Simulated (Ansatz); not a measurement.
# H₁₉N₃Si₆Sn: basis-set convergence

The task here is to estimate one member of a computed series from the others.

Method: one geometry, several basis sets; program: Ansatz 0.2.0, Gaussian basis.

Levels to be run: PBE0-D4/def2-SVP; ωB97M-V/def2-SVP; PBE0-D4/def2-QZVPP; ωB97M-V/def2-QZVPP; the functionals' def2-TZVPP values are taken from earlier runs.

## Structure used throughout

An earlier PBE0-D4 in a triple-zeta def2 set relaxation fixed the geometry. Sn takes the def2 core potential; no spin-orbit term is included.

SMILES `[SiH3][N]([SiH3])[SnH]([N]([SiH3])[SiH3])[N]([SiH3])[SiH3]`, 29 atoms, charge 0, spin multiplicity 1.

Atoms are counted from 1 here; the program's logs count them from 0.

Bond lengths: Si1–N2 1.733 Å, Si1–H11 1.489 Å, Si1–H12 1.486 Å, Si1–H13 1.488 Å, N2–Si3 1.730 Å, N2–Sn4 2.024 Å, Si3–H14 1.489 Å, Si3–H15 1.486 Å, Si3–H16 1.491 Å, Sn4–N5 2.023 Å, Sn4–N8 2.023 Å, Sn4–H17 1.696 Å, N5–Si6 1.733 Å, N5–Si7 1.730 Å, Si6–H18 1.488 Å, Si6–H19 1.489 Å, Si6–H20 1.486 Å, Si7–H21 1.489 Å and more. Angles: N2–Si1–H11 107.0°, N2–Si1–H12 111.8°, N2–Si1–H13 112.1°, H11–Si1–H12 109.3°, H11–Si1–H13 108.5°, H12–Si1–H13 108.1°, Si1–N2–Si3 120.9°, Si1–N2–Sn4 119.6°, Si3–N2–Sn4 119.3°, N2–Si3–H14 112.1°, N2–Si3–H15 111.9°, N2–Si3–H16 107.2°, H14–Si3–H15 108.1°, H14–Si3–H16 108.4°, H15–Si3–H16 109.1°, N2–Sn4–N5 104.9°, N2–Sn4–N8 104.8°, N2–Sn4–H17 113.7° and more.

Set-up of the first run:

in.yaml

```yaml
crystal:
  periodic: [false, false, false]
  atoms:
    - {symbol: Si, position_ang: [-0.183637, 1.007355, 2.516007]}
    - {symbol: N, position_ang: [0.034887, -0.546577, 1.779724]}
    - {symbol: Si, position_ang: [-0.231271, -2.000888, 2.677345]}
    - {symbol: Sn, position_ang: [0.739871, -0.665609, -0.113290]}
    - {symbol: N, position_ang: [1.262171, 1.229413, -0.593513]}
    - {symbol: Si, position_ang: [0.231359, 2.167533, -1.623965]}
    - {symbol: Si, position_ang: [2.786254, 1.849330, -0.060092]}
    - {symbol: N, position_ang: [-0.887876, -1.059562, -1.248947]}
    - {symbol: Si, position_ang: [-2.463465, -1.027885, -0.527040]}
    - {symbol: Si, position_ang: [-0.676178, -1.535351, -2.898333]}
    - {symbol: H, position_ang: [-0.796263, 0.772835, 3.852946]}
    - {symbol: H, position_ang: [-1.079169, 1.877573, 1.710993]}
    - {symbol: H, position_ang: [1.107919, 1.722150, 2.706303]}
    - {symbol: H, position_ang: [0.700078, -2.125424, 3.832230]}
    - {symbol: H, position_ang: [-1.621444, -2.085650, 3.195189]}
    - {symbol: H, position_ang: [0.014016, -3.142196, 1.749396]}
    - {symbol: H, position_ang: [1.995217, -1.789791, -0.305147]}
    - {symbol: H, position_ang: [0.136944, 1.591413, -2.992971]}
    - {symbol: H, position_ang: [0.834662, 3.525465, -1.721904]}
    - {symbol: H, position_ang: [-1.144259, 2.280089, -1.074322]}
    - {symbol: H, position_ang: [3.714010, 2.109225, -1.195178]}
    - {symbol: H, position_ang: [2.632837, 3.112057, 0.708104]}
    - {symbol: H, position_ang: [3.398504, 0.813753, 0.821220]}
    - {symbol: H, position_ang: [-2.627467, -2.089903, 0.502629]}
    - {symbol: H, position_ang: [-3.446456, -1.270996, -1.618897]}
    - {symbol: H, position_ang: [-2.752062, 0.282581, 0.110588]}
    - {symbol: H, position_ang: [-1.103776, -2.941631, -3.135316]}
    - {symbol: H, position_ang: [-1.434386, -0.659898, -3.829313]}
    - {symbol: H, position_ang: [0.779380, -1.427709, -3.204251]}
basis:
  gaussian: {orbitals: def2-SVP}
hamiltonian: {xc: pbe0, dispersion: d4}
output: {orbitals: {seedname: orbitals}}
```

The run is started by

```bash
$ ansatz run in.yaml --threads 11 --pin off --events-out ev --progress --plain --max-ram 174080MiB --backend cuda --devices 0, --max-vram 75GiB
```

Steps of the session up to this table: PBE0-D4 in def2-SVP; ωB97M-V in def2-SVP; PBE0-D4 in def2-QZVPP; ωB97M-V in def2-QZVPP.

One of the session's tables, all rows but one given; the rest of the session is left out.

It belongs to the step «Density functionals: the series». 

| functional | basis | HOMO (eV) |
| --- | --- | --- |
| PBE0-D4 | def2-SVP | ? |
| PBE0-D4 | def2-TZVPP | -7.63 |
| PBE0-D4 | def2-QZVPP | -7.64 |
| ωB97M-V | def2-SVP | -9.73 |
| ωB97M-V | def2-TZVPP | -9.88 |
| ωB97M-V | def2-QZVPP | -9.88 |

Estimate the missing values for PBE0-D4, def2-SVP.

The run gave: HOMO (eV): -7.53. In the column «HOMO (eV)» it is the highest.
